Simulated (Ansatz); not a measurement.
Runs of Ansatz 0.2.0 on MnPt2. Symmetry: P-3m1, No. 164, trigonal system. The conventional cell has a = 2.858 Å, b = 2.858 Å, c = 6.533 Å, α = 90.00°, β = 90.00°, γ = 120.00°. Pt (site symmetry 3m) has 3 Mn at 2.64 Å and 9 Pt at 2.86 to 2.91 Å as nearest neighbours. Mn (site symmetry -3m) has 6 Pt at 2.64 Å and 6 Mn at 2.86 Å as nearest neighbours. The cell comes from a database or a generator and needn't be the stable form of this composition.

```tsv
spin	fixed moment (μB)	pressure (GPa)	moment (μB)	largest force (eV/Å)
collinear, ferromagnetic start	4.0	-11.1	4.00	0.05
collinear, ferromagnetic start	8.0	14.6	8.00	1.46
collinear, ferromagnetic start	6.0	-2.5	6.00	0.30
collinear, ferromagnetic start	5.0	(c)	5.00	0.07
collinear, ferromagnetic start	1.0	-23.0	1.00	0.30
collinear, ferromagnetic start	3.0	(b)	3.00	0.05
collinear, program default start	0.0	-25.7	0.00	0.35
collinear, ferromagnetic start	2.0	-19.4	2.00	(a)
```

Alike in all rows: task single point; level PBEsol; potentials or basis Ansatz PAW; cell as given; k mesh 9 × 9 × 4; cutoff (eV) 420; smearing fermi-dirac 0.05 eV.

Problem. Fill in the values left out.

Solution. (a) 0.17; (b) -15.1; (c) -7.5.

Caveats: the total moment is fixed, so each spin has its own Fermi level; the PAW data sets come from PBE, with cores solved anew for the run's functional, which leaves a small shift of forces and pressure; the thresholds are loose for stress; forces of over 1 eV/Å show positions far from the minimum, so gaps and moduli don't describe the material at rest (some runs).
